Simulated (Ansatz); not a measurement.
# CH5NSeZn: a nudged elastic band in two tries

Wanted: a band of images between two relaxed ends, and a check that the input is sound. SMILES of the start: N[CH]([ZnH])[SeH].

Program: Ansatz 0.2.0. Level of theory: RKS PBE/def2-SVP. These are calculated values, not measurements.

## 1. The structure to begin with

Bond lengths: N1–C2 1.333 Å, C2–Zn3 2.002 Å, Zn3–Se4 2.538 Å, N1–H5 1.026 Å, N1–H6 1.023 Å, C2–H7 1.109 Å, Zn3–H8 1.551 Å, Se4–H9 1.488 Å. Angles: N1–C2–Zn3 131.6°, N1–C2–H7 111.4°, Zn3–C2–H7 116.4°, C2–N1–H5 123.3°, C2–N1–H6 121.0°, H5–N1–H6 114.7°, C2–Zn3–Se4 73.8°, C2–Zn3–H8 152.2°, Se4–Zn3–H8 134.0°, Zn3–Se4–H9 85.8°.

Structure file:

```xyz
9

N     0.5389    1.1541   -0.9501
C     0.4439   -0.1469   -0.6778
Zn    0.5436   -1.1532    1.0500
Se   -1.9217   -0.9726    0.4761
H     0.1457    1.5829   -1.7954
H     0.8536    1.8189   -0.2394
H     0.1063   -0.7219   -1.5642
H     1.3312   -1.7633    2.2384
H    -1.9529    0.1557    1.4453
```

## 2. First attempt

input.yaml reads:

```yaml
crystal:
  periodic: [false, false, false]
  atoms:
    - { symbol: "N", position_ang: [0.538945, 1.15408, -0.950068] }
    - { symbol: C, position_ang: [0.443869, -0.146902, -0.677832] }
    - { symbol: Zn, position_ang: [0.543635, -1.153246, 1.050034] }
    - { symbol: Se, position_ang: [-1.92172, -0.97255, 0.476063] }
    - { symbol: H, position_ang: [0.145721, 1.582914, -1.795431] }
    - { symbol: H, position_ang: [0.853571, 1.818889, -0.239409] }
    - { symbol: H, position_ang: [0.106254, -0.721872, -1.5642] }
    - { symbol: H, position_ang: [1.331173, -1.763284, 2.238403] }
    - { symbol: H, position_ang: [-1.952947, 0.155671, 1.445339] }
magnetization:
  spin_polarized: true
  initial_magnetization: 1
basis:
  gaussian: { orbitals: def2-SVP }
hamiltonian:
  xc: pbe
neb:
  order_check: false
  images: 5
  f_tol: 0.05
  max_iterations: 8
  final_atoms:
    - { symbol: "N", position_ang: [1.85545091, 1.28242225, -1.13020234] }
    - { symbol: C, position_ang: [0.99160971, 0.36000294, -0.87333707] }
    - { symbol: Zn, position_ang: [0.67112847, -0.66732963, 0.79955132] }
    - { symbol: Se, position_ang: [-2.18915165, -1.09132738, 0.33281276] }
    - { symbol: H, position_ang: [-2.29724636, -0.02783838, -0.6997911] }
    - { symbol: H, position_ang: [2.46368962, 1.44929975, -0.30342586] }
    - { symbol: H, position_ang: [0.30986564, 0.14446464, -1.7425228] }
    - { symbol: H, position_ang: [0.77072131, -1.37927384, 2.18793985] }
    - { symbol: H, position_ang: [-2.48756663, -0.11672034, 1.41187422] }
  initial_path:
    images:
      - { positions_ang: [[0.538945, 1.15408, -0.950068], [0.443869, -0.146902, -0.677832], [0.543635, -1.153246, 1.050034], [-1.92172, -0.97255, 0.476063], [0.145721, 1.582914, -1.795431], [0.853571, 1.818889, -0.239409], [0.106254, -0.721872, -1.5642], [1.331173, -1.763284, 2.238403], [-1.952947, 0.155671, 1.445339]] }
      - { positions_ang: [[0.63525912, 1.10445884, -0.83213255], [0.36070374, -0.19069493, -0.61524162], [0.66968818, -1.26813929, 1.00887127], [-1.83291995, -0.70120904, 0.249636], [-0.16265534, 1.34210255, -1.66890638], [0.77509254, 1.73689479, -0.06312334], [0.21528776, -0.76846309, -1.51002892], [1.2356413, -1.54661922, 2.03492566], [-1.80759634, 0.24536939, 1.37889887]] }
      - { positions_ang: [[0.73157323, 1.05483768, -0.71419711], [0.27753847, -0.23448786, -0.55265123], [0.79574136, -1.38303258, 0.96770854], [-1.74411991, -0.42986808, 0.02320901], [-0.47103169, 1.10129109, -1.54238175], [0.69661408, 1.65490058, 0.11316233], [0.32432153, -0.81505418, -1.45585784], [1.14010959, -1.32995444, 1.83144832], [-1.66224567, 0.33506779, 1.31245874]] }
      - { positions_ang: [[0.82788735, 1.00521652, -0.59626166], [0.19437321, -0.27828079, -0.49006085], [0.92179454, -1.49792587, 0.92654581], [-1.65531986, -0.15852712, -0.20321799], [-0.77940803, 0.86047964, -1.41585713], [0.61813562, 1.57290637, 0.28944799], [0.43335529, -0.86164527, -1.40168676], [1.04457789, -1.11328966, 1.62797098], [-1.51689501, 0.42476618, 1.2460186]] }
      - { positions_ang: [[1.17040853, 1.09761843, -0.77424189], [0.46011871, -0.06551955, -0.61781959], [0.83823918, -1.22106046, 0.88421431], [-1.83326379, -0.46946054, -0.02454107], [-1.28535414, 0.56437363, -1.17716845], [1.23332029, 1.53170416, 0.09182338], [0.39219207, -0.5262753, -1.51529877], [0.95329236, -1.20195105, 1.81462727], [-1.84045221, 0.24427067, 1.30130381]] }
      - { positions_ang: [[1.51292972, 1.19002034, -0.95222211], [0.72586421, 0.1472417, -0.74557833], [0.75468383, -0.94419505, 0.84188282], [-2.01120772, -0.78039396, 0.15413585], [-1.79130025, 0.26826763, -0.93847977], [1.84850495, 1.49050195, -0.10580124], [0.35102886, -0.19090533, -1.62891078], [0.86200683, -1.29061244, 2.00128356], [-2.16400942, 0.06377517, 1.35658901]] }
      - { positions_ang: [[1.85545091, 1.28242225, -1.13020234], [0.99160971, 0.36000294, -0.87333707], [0.67112847, -0.66732963, 0.79955132], [-2.18915165, -1.09132738, 0.33281276], [-2.29724636, -0.02783838, -0.6997911], [2.46368962, 1.44929975, -0.30342586], [0.30986564, 0.14446464, -1.7425228], [0.77072131, -1.37927384, 2.18793985], [-2.48756663, -0.11672034, 1.41187422]] }
```

Started as:

```sh
$ ansatz run input.yaml --threads 2 --pin off --max-ram 3072MiB --backend cpu --events-out ev --progress --plain --runs-dir out
```

**Question.** What will these runs give? Wanted: first try.

**Answer**, as computed:

| quantity | value |
| --- | --- |
| first try | refused |
| cause | the number of unpaired electrons doesn't fit the number of electrons: even goes with even, odd with odd |

In words: The fault in the first input was caught at the input check and cost nothing.
